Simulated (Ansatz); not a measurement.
**CH3ISi (SMILES C=[SiH]I): single points off equilibrium**

An exercise on one series of results from a longer session: the logs are not shown, and one member is left open.

Computed with Ansatz 0.2.0, Gaussian basis. Level: single points in def2-TZVPP.

Correlated methods freeze the cores. Filled d shells of the heavier atoms are correlated. Core potentials replace the inner electrons past krypton, and spin-orbit coupling is left out.

### Where the work starts

SMILES `C=[SiH]I`, 6 atoms, charge 0, spin multiplicity 1.

Atoms are counted from 1 here; the program's logs count them from 0.

Bond lengths: C1–Si2 1.758 Å, C1–H4 1.164 Å, C1–H5 1.178 Å, Si2–I3 2.623 Å, Si2–H6 1.534 Å. Angles: Si2–C1–H4 122.5°, Si2–C1–H5 123.0°, H4–C1–H5 114.3°, C1–Si2–I3 121.9°, C1–Si2–H6 134.2°, I3–Si2–H6 103.9°.

Coordinates:

```xyz
6

C    -0.3002    0.6091   -0.8410
Si    0.1123   -0.1287    0.7004
I     0.9817   -2.5975    0.8648
H    -0.6657    1.7109   -0.9301
H    -0.1685    0.0564   -1.8730
H     0.1471    0.3704    2.1506
```

Set-up of the first run:

Contents of run/in.yaml:

```yaml
crystal:
  periodic: [false, false, false]
  atoms:
    - {symbol: C, position_ang: [-0.300200, 0.609100, -0.841000]}
    - {symbol: Si, position_ang: [0.112300, -0.128700, 0.700400]}
    - {symbol: I, position_ang: [0.981700, -2.597500, 0.864800]}
    - {symbol: H, position_ang: [-0.665700, 1.710900, -0.930100]}
    - {symbol: H, position_ang: [-0.168500, 0.056400, -1.873000]}
    - {symbol: H, position_ang: [0.147100, 0.370400, 2.150600]}
basis:
  gaussian: {orbitals: def2-TZVPP}
correlation: {method: ccsd_t}
output: {forces: true}
```

No record of the launch command was kept for these runs.

Steps of the session up to this table: CCSD(T)/def2-TZVPP; PBE0-D4/def2-TZVPP; wB97M-V/def2-TZVPP; r2SCAN-D4/def2-TZVPP; PBE-D4/def2-TZVPP; SPW92/def2-TZVPP; revPBE-D4/def2-TZVPP.

One table of the session follows, with a row left open; its other results are not shown here.

```
   method  RMS force component (eV/Å)  angle to CCSD(T) forces (°)  dipole (D)
  CCSD(T)                       1.033                    reference        1.34
  PBE0-D4                       1.020                         10.5        1.33
  wB97M-V                       1.037                         13.7        1.41
r2SCAN-D4                       0.997                          8.3        1.31
   PBE-D4                           ?                            ?           ?
    SPW92                       0.916                         14.9        1.30
revPBE-D4                       0.910                          4.7        1.20
```

Q: Estimate the row for PBE-D4 from the others.

**Answer.** RMS force component (eV/Å): 0.916; angle to CCSD(T) forces (°): 6.0; dipole (D): 1.21.
